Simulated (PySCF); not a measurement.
# C7H4ClN (4-Chlorobenzonitrile): the cost of one run

Programs: PySCF 2.14.0, with density-fitted response routines of our own. Each step states its level of theory. These are calculated values for one molecule, in the gas phase or a continuum, unless marked as measured. Atoms count from 0, in the outputs and in this text.

## 1. The starting structure

13 atoms, charge 0, multiplicity 1; geometry from: GFN2-xTB. The atoms were then displaced at random by about 0.01 Å, so the start is not that level's minimum.

Bonds of the start (Å): N0–C1 1.18, C1–C2 1.43, C2–C3 1.38, C3–C4 1.41, C4–C5 1.38, C5–Cl6 1.71, C5–C7 1.39, C7–C8 1.36, C8–C2 1.38, C3–H9 1.05, C4–H10 1.08, C7–H11 1.09, C8–H12 1.07.

## 2. Optimising the geometry at PBE0-D3(BJ)/def2-SVP

What the job is given:

```
{"job": {"xc": "PBE0", "basis": "def2-SVP", "d3": "d3bj", "grid": 1, "shake": 0.01, "kind": "geom"}, "charge": 0, "multiplicity": 1}
N      3.588920    -0.750230    -0.419170
C      2.446680    -0.503870    -0.294640
C      1.055260    -0.222470    -0.138920
C      0.660910     1.103740    -0.147580
C     -0.718540     1.368420     0.005330
C     -1.615350     0.333140     0.187080
Cl    -3.280440     0.670900     0.388800
C     -1.160950    -0.984940     0.200230
C      0.165380    -1.259500     0.065500
H      1.332640     1.902840    -0.270420
H     -1.081510     2.389870     0.017140
H     -1.880280    -1.790160     0.349190
H      0.493090    -2.274610     0.047150
```

Command:

```console
> OMP_NUM_THREADS=1 python probes_run.py task.json out
```

One launch serves the whole session: the jobs run in the order shown.

Q: Estimate the wall time and peak memory of this first job on 1 thread of Arm Neoverse V1, shared host.

About 81 s, with a peak of 0.59 GiB.
